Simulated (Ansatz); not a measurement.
# B3H3O6: the cost of one run

Method: the levels named in each step, in Ansatz 0.2.0.

## 1. Starting point

Bond lengths: O1–B2 1.342 Å, B2–O3 1.378 Å, O3–B4 1.365 Å, B4–O5 1.342 Å, B4–O6 1.378 Å, O6–B7 1.365 Å, B7–O8 1.342 Å, B2–O9 1.365 Å, B7–O9 1.378 Å, O1–H10 0.958 Å, O5–H11 0.958 Å, O8–H12 0.958 Å. Angles (14 of 15 angles, heavy atoms first): O1–B2–O3 120.6°, O1–B2–O9 119.6°, O3–B2–O9 119.8°, B2–O3–B4 120.2°, O3–B4–O5 119.6°, O3–B4–O6 119.8°, O5–B4–O6 120.6°, B4–O6–B7 120.2°, O6–B7–O8 119.6°, O6–B7–O9 119.8°, O8–B7–O9 120.6°, B2–O9–B7 120.2°, B2–O1–H10 113.7°, B4–O5–H11 113.7°.

Structure file:

```xyz
12

O    -0.6217    2.6433   -0.0211
B    -0.3183    1.3357   -0.0105
O    -1.3130    0.3848    0.0658
B    -0.9957   -0.9425    0.0760
O    -1.9745   -1.8581    0.1506
O     0.3251   -1.3306    0.0100
B     1.3140   -0.3932   -0.0657
O     2.5963   -0.7852   -0.1295
O     0.9879    0.9459   -0.0757
H    -1.5619    2.8205    0.0282
H    -1.6567   -2.7618    0.1520
H     3.2186   -0.0586   -0.1799
```

## 2. A rough first relaxation, PBE-D4/def2-SVP

This run stands in another session on the same molecule. It ended at:

```xyz
12

O    -0.6139    2.6762   -0.0222
B    -0.3264    1.3458   -0.0103
O    -1.3315    0.3922    0.0665
B    -1.0004   -0.9545    0.0765
O    -2.0069   -1.8677    0.1527
O     0.3279   -1.3503    0.0101
B     1.3268   -0.3913   -0.0665
O     2.6208   -0.8085   -0.1304
O     1.0035    0.9581   -0.0769
H    -1.5757    2.8221    0.0290
H    -1.6512   -2.7746    0.1521
H     3.2269   -0.0475   -0.1804
```

## 3. Relaxation, HF/STO-3G

Input file input.yaml:

```yaml
crystal:
  periodic: [false, false, false]
  atoms:
    - { symbol: O, position_ang: [-0.61389644, 2.67620002, -0.02221512] }
    - { symbol: B, position_ang: [-0.32636708, 1.34579995, -0.01026746] }
    - { symbol: O, position_ang: [-1.33145346, 0.39218049, 0.06652915] }
    - { symbol: B, position_ang: [-1.00041283, -0.95453026, 0.0765118] }
    - { symbol: O, position_ang: [-2.00693413, -1.86771526, 0.15267341] }
    - { symbol: O, position_ang: [0.32790629, -1.35030535, 0.01008944] }
    - { symbol: B, position_ang: [1.32676418, -0.39127574, -0.06647006] }
    - { symbol: O, position_ang: [2.62084606, -0.80848825, -0.13035175] }
    - { symbol: O, position_ang: [1.00351548, 0.95812134, -0.07694521] }
    - { symbol: H, position_ang: [-1.5756702, 2.82207851, 0.02903632] }
    - { symbol: H, position_ang: [-1.65118977, -2.77455673, 0.15208619] }
    - { symbol: H, position_ang: [3.2269019, -0.0474987, -0.18042672] }
basis:
  gaussian: { orbitals: STO-3G }
hamiltonian:
  xc: hf
relax:
  f_tol: 0.002
  max_steps: 150
```

Launch:

```
$ ansatz run input.yaml --threads 4 --pin off --max-ram 10240MiB --backend cpu --events-out ev --progress --plain --runs-dir out
```

**Question.** How long does this run take on 4 threads of Arm Neoverse N1, shared host, and how much memory does it need?

About 5.8 s, with a peak of 0.11 GiB.
